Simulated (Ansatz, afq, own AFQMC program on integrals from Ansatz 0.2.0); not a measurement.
# SiH2Br (doublet): AFQMC on the coupled-cluster ladder at distance Br1–H2 along a hydrogen transfer = 1.999 Å, cc-pVTZ, part 2 of 2

Ansatz 0.2.0, Gaussian basis, and an in-house AFQMC program (afq) on its integrals; all values are calculated; cc-pVTZ, frozen cores. The steps go on from the part before.

## Step 12: Phaseless AFQMC, CISD trial on UHF

It reads the integrals that the CCSD(T) run on this determinant wrote.

Started as:

```console
> afq ham --method phaseless --trial cisd --walkers 1500 --populations 20 --least-time 60 --time-step 0.005 --steps-per-block 50 --equilibration-blocks 28 --max-blocks 4000 --target-error 0.00021 --factor-cut 1e-05 --start spin_pure --seed 3147 --release-times 0.24,0.51,0.99,1.62,2.4 --release-step 0.03 --release-every 3 --taylor-order 6
```

The program printed:

```text
orbitals 86  electrons 7 6  factors 567 of 637
reference energy -2862.46815109 Eh
CCSD correlation -0.29865602 Eh in 20 cycles, weight of the determinant in the CISD state 0.7046
energy of the start -2862.720423 Eh
 block  time / (1/Eh)  mean weight  energy / Eh
     1     0.250  1.0001  -2862.738531
     2     0.500  0.9998  -2862.751126
     3     0.750  1.0001  -2862.758828
     4     1.000  1.0002  -2862.765712
     5     1.250  0.9999  -2862.769303
     6     1.500  0.9999  -2862.772877
     7     1.750  0.9997  -2862.774183
     8     2.000  1.0001  -2862.774805
     9     2.250  0.9999  -2862.775628
    10     2.500  1.0003  -2862.775885
    13     3.250  0.9997  -2862.777853
    19     4.750  0.9998  -2862.779318
    25     6.250  1.0000  -2862.781262
    31     7.750  0.9998  -2862.778623
    37     9.250  1.0002  -2862.775706
    43    10.750  1.0008  -2862.778010
    49    12.250  1.0000  -2862.778065
    55    13.750  1.0001  -2862.779696
    61    15.250  1.0004  -2862.779878
    67    16.750  1.0002  -2862.779026
    73    18.250  1.0003  -2862.779826
    79    19.750  0.9992  -2862.777096
    85    21.250  1.0002  -2862.779204
    91    22.750  0.9998  -2862.778156
    97    24.250  1.0006  -2862.776537
   103    25.750  1.0004  -2862.776659
   109    27.250  1.0004  -2862.781320
   115    28.750  0.9991  -2862.779116
   121    30.250  1.0001  -2862.777969
   127    31.750  1.0003  -2862.781355
   133    33.250  1.0001  -2862.778636
   139    34.750  1.0001  -2862.779638
   145    36.250  0.9998  -2862.780255
   151    37.750  0.9998  -2862.778947
   157    39.250  1.0000  -2862.778636
   163    40.750  1.0000  -2862.778140
   169    42.250  1.0008  -2862.778704
   175    43.750  0.9995  -2862.778562
   181    45.250  1.0004  -2862.779410
   187    46.750  0.9997  -2862.778938
   193    48.250  1.0006  -2862.780354
   199    49.750  0.9999  -2862.779702
   205    51.250  0.9999  -2862.779466
   211    52.750  0.9998  -2862.778180
   217    54.250  1.0002  -2862.779935
   223    55.750  1.0001  -2862.779779
   229    57.250  0.9996  -2862.779733
   235    58.750  1.0004  -2862.777294
   241    60.250  0.9997  -2862.782289
   247    61.750  1.0001  -2862.779067
   253    63.250  1.0003  -2862.781166
   259    64.750  0.9998  -2862.779159
error from the spread of 20 populations
released: time / (1/Eh)  energy / Eh  error  mean overlap
  0.24  -2862.779556  0.000150  0.9974
  0.51  -2862.779909  0.000164  0.9963
  0.99  -2862.780235  0.000168  0.9952
  1.62  -2862.780482  0.000380  0.9922
  2.40  -2862.780742  0.000508  0.9861
energy -2862.779037 +/- 0.000142 Eh
```

It took 4 min on 1 × NVIDIA H100 80GB HBM3 with 2 threads of AMD EPYC 7R13 (Zen 3), shared host; peak host memory 1.8 GiB.

Energy -77900.1861 ± 0.0039 eV. Caveats: constraint bias not in the error.

## Step 13: CCSD(T) on ROHF

File in.yaml:

```yaml
crystal:
  periodic: [false, false, false]
  atoms:
    - {symbol: Br, position_ang: [-2.433859, 0.369878, 0.000000]}
    - {symbol: H, position_ang: [-0.434859, 0.369878, 0.000000]}
    - {symbol: Si, position_ang: [1.236141, 0.369878, 0.000000]}
    - {symbol: H, position_ang: [1.632576, -1.109635, 0.000000]}
basis:
  gaussian: {orbitals: cc-pVTZ}
magnetization: {spin_polarized: false, initial_magnetization: 1}
correlation: {method: ccsd_t, electrons: outside_noble_gas, hamiltonian_folder: ham}
```

Started as:

```console
> ansatz run in.yaml --threads 1 --pin off --events-out ev --progress --plain --max-ram 16896MiB --backend cuda --devices 0, --max-vram 18GiB
```

The program printed, shortened:

```text
Functional definition: HF
  name "HF"
  cite "Fock, Z. Phys. 61, 126 (1930) doi:10.1007/BF01340294"
  parent pbe
[...]
637 factors; integrals over basis functions are off by at most 1.1e-3 eV
[...]
mean field -77891.38410187 eV, -2862.4555690673 hartree, gradient 2.1e-6 eV, S^2 0.750000; 16 other end points of the search recorded, 0 dependent functions left out
[...]
determinant -77891.38410187 eV, -2862.4555690673 hartree, with singles and doubles -77899.96951373 eV, -2862.7710771337 hartree
determinant -77890.45585034 eV, -2862.4214564527 hartree, with singles and doubles -77898.84170629 eV, -2862.7296309747 hartree
determinant -77890.43188755 eV, -2862.4205758366 hartree, with singles and doubles -77898.81633995 eV, -2862.7286987789 hartree
determinant -77889.80419011 eV, -2862.3975083812 hartree, with singles and doubles -77898.91862468 eV, -2862.7324576736 hartree
19 core orbitals not correlated: weight in the atoms' cores, before any rotation towards them, 1.000 or more for the frozen orbitals, at most 0.000 for the correlated occupied ones
reference -77891.38410187 eV, -2862.4555690673 hartree; 7, 6 occupied and 79, 80 virtual orbitals, 637 factors
second order -7.16429789 eV of doubles, -0.10463316 eV of singles
cycle   1  -8.45917948 eV  change   -3.1e-1 eV  update   2.3e-2
[...]
cycle  13  -8.47916147 eV  change   -3.8e-6 eV  update   1.4e-5
perturbative correction -0.30677690 eV, -0.0112738432 hartree
Total energy: -77900.17004025 eV, -2862.7784463473 hartree
```

It took 4.7 s on 1 × NVIDIA H100 80GB HBM3 with 1 thread of AMD EPYC 7R13 (Zen 3), shared host; peak host memory 1.8 GiB.

From the report: correlation -8.7859 eV; T1 0.036; largest double amplitude 0.08.

This run also writes the integrals to the folder ham.

## Step 14: CCSDT(Q) on ROHF

in.yaml: that of step 13 with these lines changed.

```diff
@@ -10,2 +10,2 @@
 magnetization: {spin_polarized: false, initial_magnetization: 1}
-correlation: {method: ccsd_t, electrons: outside_noble_gas, hamiltonian_folder: ham}
+correlation: {method: ccsdt_q, electrons: outside_noble_gas}
```

Launched as before.

The program printed, shortened:

```text
Functional definition: HF
  name "HF"
  cite "Fock, Z. Phys. 61, 126 (1930) doi:10.1007/BF01340294"
  parent pbe
[...]
1216 factors; integrals over basis functions are off by at most 2.1e-7 eV
[...]
mean field -77891.38414039 eV, -2862.4555704828 hartree, gradient 2.5e-6 eV, S^2 0.750000; 16 other end points of the search recorded, 0 dependent functions left out
[...]
determinant -77891.38414039 eV, -2862.4555704828 hartree, with singles and doubles -77899.96957514 eV, -2862.7710793907 hartree
determinant -77890.45588439 eV, -2862.4214577042 hartree, with singles and doubles -77898.84176594 eV, -2862.7296331670 hartree
determinant -77890.43192116 eV, -2862.4205770715 hartree, with singles and doubles -77898.81639996 eV, -2862.7287009844 hartree
determinant -77889.80423747 eV, -2862.3975101214 hartree, with singles and doubles -77898.91869564 eV, -2862.7324602814 hartree
19 core orbitals not correlated: weight in the atoms' cores, before any rotation towards them, 1.000 or more for the frozen orbitals, at most 0.000 for the correlated occupied ones
reference -77891.38414039 eV, -2862.4555704828 hartree; 7, 6 occupied and 79, 80 virtual orbitals, 1216 factors
second order -7.16433171 eV of doubles, -0.10463270 eV of singles
cycle   1  -8.08684511 eV  change   -8.1e-1 eV  update   9.6e-2
[...]
cycle  27  -8.82943777 eV  change    6.6e-7 eV  update   1.1e-6
perturbative correction -0.01547805 eV, -0.0005688079 hartree
Total energy: -77900.22905621 eV, -2862.7806151440 hartree
```

Run time: 27 s. Hardware: 1 × NVIDIA H100 80GB HBM3 with 1 thread of AMD EPYC 7R13 (Zen 3), shared host; peak host memory 1.8 GiB.

From the report: correlation -8.8449 eV; T1 0.039; largest double amplitude 0.09.

## Step 15: Phaseless AFQMC, CISD trial on ROHF

It reads the integrals that the CCSD(T) run on this determinant wrote.

Started as:

```console
> afq ham --method phaseless --trial cisd --walkers 1500 --populations 20 --least-time 60 --time-step 0.005 --steps-per-block 50 --equilibration-blocks 28 --max-blocks 4000 --target-error 0.00021 --factor-cut 1e-05 --start spin_pure --seed 3147 --release-times 0.24,0.51,0.99,1.62,2.4 --release-step 0.03 --release-every 3 --taylor-order 6
```

The program printed:

```text
orbitals 86  electrons 7 6  factors 567 of 637
reference energy -2862.45556907 Eh
CCSD correlation -0.31160338 Eh in 18 cycles, weight of the determinant in the CISD state 0.8184
energy of the start -2862.767165 Eh
 block  time / (1/Eh)  mean weight  energy / Eh
     1     0.250  0.9997  -2862.760993
     2     0.500  0.9991  -2862.763282
     3     0.750  0.9999  -2862.766289
     4     1.000  1.0000  -2862.769067
     5     1.250  1.0000  -2862.772049
     6     1.500  0.9999  -2862.773682
     7     1.750  0.9997  -2862.775308
     8     2.000  0.9999  -2862.775698
     9     2.250  0.9999  -2862.776351
    10     2.500  1.0003  -2862.777003
    11     2.750  0.9997  -2862.776885
    13     3.250  0.9997  -2862.777293
    15     3.750  1.0001  -2862.776522
    17     4.250  0.9999  -2862.778624
    19     4.750  0.9997  -2862.777834
    21     5.250  0.9998  -2862.779005
    23     5.750  1.0001  -2862.778965
    25     6.250  1.0001  -2862.779756
    27     6.750  1.0000  -2862.781306
    29     7.250  1.0003  -2862.779528
    31     7.750  0.9995  -2862.779456
    33     8.250  1.0003  -2862.778988
    35     8.750  1.0000  -2862.778397
    37     9.250  1.0002  -2862.777155
    39     9.750  0.9998  -2862.776914
    41    10.250  1.0004  -2862.778254
    43    10.750  1.0007  -2862.777776
    45    11.250  1.0000  -2862.779105
    47    11.750  1.0004  -2862.779083
    49    12.250  1.0004  -2862.781794
    51    12.750  0.9997  -2862.780625
    53    13.250  0.9997  -2862.779066
    55    13.750  1.0003  -2862.779807
    57    14.250  0.9997  -2862.778499
    59    14.750  0.9997  -2862.778492
    61    15.250  1.0001  -2862.777759
    63    15.750  1.0003  -2862.778413
    65    16.250  1.0002  -2862.779949
    67    16.750  1.0002  -2862.778589
    69    17.250  1.0004  -2862.779077
    71    17.750  0.9998  -2862.780575
    73    18.250  0.9997  -2862.780146
    75    18.750  0.9998  -2862.779157
    77    19.250  1.0002  -2862.780328
    79    19.750  0.9999  -2862.781058
    81    20.250  0.9998  -2862.780729
    83    20.750  0.9995  -2862.779606
    85    21.250  1.0005  -2862.779309
    87    21.750  1.0004  -2862.778261
    89    22.250  0.9990  -2862.777861
    91    22.750  1.0005  -2862.780188
    93    23.250  0.9996  -2862.781217
    95    23.750  0.9994  -2862.780127
    97    24.250  1.0008  -2862.779965
    99    24.750  0.9999  -2862.780242
   101    25.250  0.9999  -2862.779786
   103    25.750  1.0007  -2862.778721
   105    26.250  1.0005  -2862.779543
   107    26.750  0.9997  -2862.780026
   109    27.250  1.0003  -2862.778389
   111    27.750  0.9999  -2862.780659
   113    28.250  1.0001  -2862.780568
   115    28.750  0.9988  -2862.779613
   117    29.250  1.0004  -2862.778400
error from the spread of 20 populations
released: time / (1/Eh)  energy / Eh  error  mean overlap
  0.24  -2862.779419  0.000227  1.0014
  0.51  -2862.779517  0.000170  1.0054
  0.99  -2862.779888  0.000194  1.0072
  1.62  -2862.780060  0.000310  1.0020
  2.40  -2862.780140  0.000378  1.0094
energy -2862.779398 +/- 0.000207 Eh
```

Wall time 2.1 min (1 × NVIDIA H100 80GB HBM3 with 2 threads of AMD EPYC 7R13 (Zen 3), shared host); peak host memory 1.8 GiB.

Energy -77900.1959 ± 0.0056 eV. Caveats: constraint bias not in the error.

## Step 16: AFQMC on the ladder

On the UHF determinant, counted from CCSDT(Q) (a yardstick, not exact):

| level | energy (eV) | from CCSDT(Q) (kJ/mol) | statistical error (kJ/mol) | time |
| --- | --- | --- | --- | --- |
| HF | -77891.7265 | +820.5 |  |  |
| MP2 | -77898.4342 | +173.3 |  |  |
| CCSD | -77899.8533 | +36.3 |  |  |
| CCSD(T) | -77900.1588 | +6.9 |  |  |
| CCSDT(Q) | -77900.2301 | 0.0 |  |  |
| Phaseless AFQMC, CISD trial, step 0.005, 1500 walkers | -77900.1861 | +4.2 | 0.4 | 4 min |

On the ROHF determinant, counted from CCSDT(Q) (a yardstick, not exact):

| level | energy (eV) | from CCSDT(Q) (kJ/mol) | statistical error (kJ/mol) | time |
| --- | --- | --- | --- | --- |
| HF | -77891.3841 | +853.4 |  |  |
| MP2 | -77898.6530 | +152.1 |  |  |
| CCSD | -77899.8633 | +35.3 |  |  |
| CCSD(T) | -77900.1700 | +5.7 |  |  |
| CCSDT(Q) | -77900.2291 | 0.0 |  |  |
| Phaseless AFQMC, CISD trial, step 0.005, 1500 walkers | -77900.1959 | +3.2 | 0.5 | 2.1 min |

The functionals' totals stand on their own zeros and serve differences with other points: PBE -77940.376 eV; r2SCAN -77953.686 eV; PBE0 -77943.398 eV; B3LYP -77956.528 eV; wB97M-V -77950.144 eV; B2PLYP -77940.172 eV.

## Step 17: What came out

What follows sums up all 2 parts.

```
                                         quantity              value
                     CCSD(T) on UHF from CCSDT(Q)        +6.9 kJ/mol
 Phaseless AFQMC, CISD trial on UHF from CCSDT(Q)  +4.2 ± 0.4 kJ/mol
                    CCSD(T) on ROHF from CCSDT(Q)        +5.7 kJ/mol
Phaseless AFQMC, CISD trial on ROHF from CCSDT(Q)  +3.2 ± 0.5 kJ/mol
```

What this shows: On UHF the phaseless walk with the CISD trial lies +4.2 kJ/mol from CCSDT(Q), 11 times its error bar. On ROHF the phaseless walk with the CISD trial lies +3.2 kJ/mol from CCSDT(Q), 6 times its error bar. Error bars are statistical and leave out the constraint, the time step and what remains of the start.
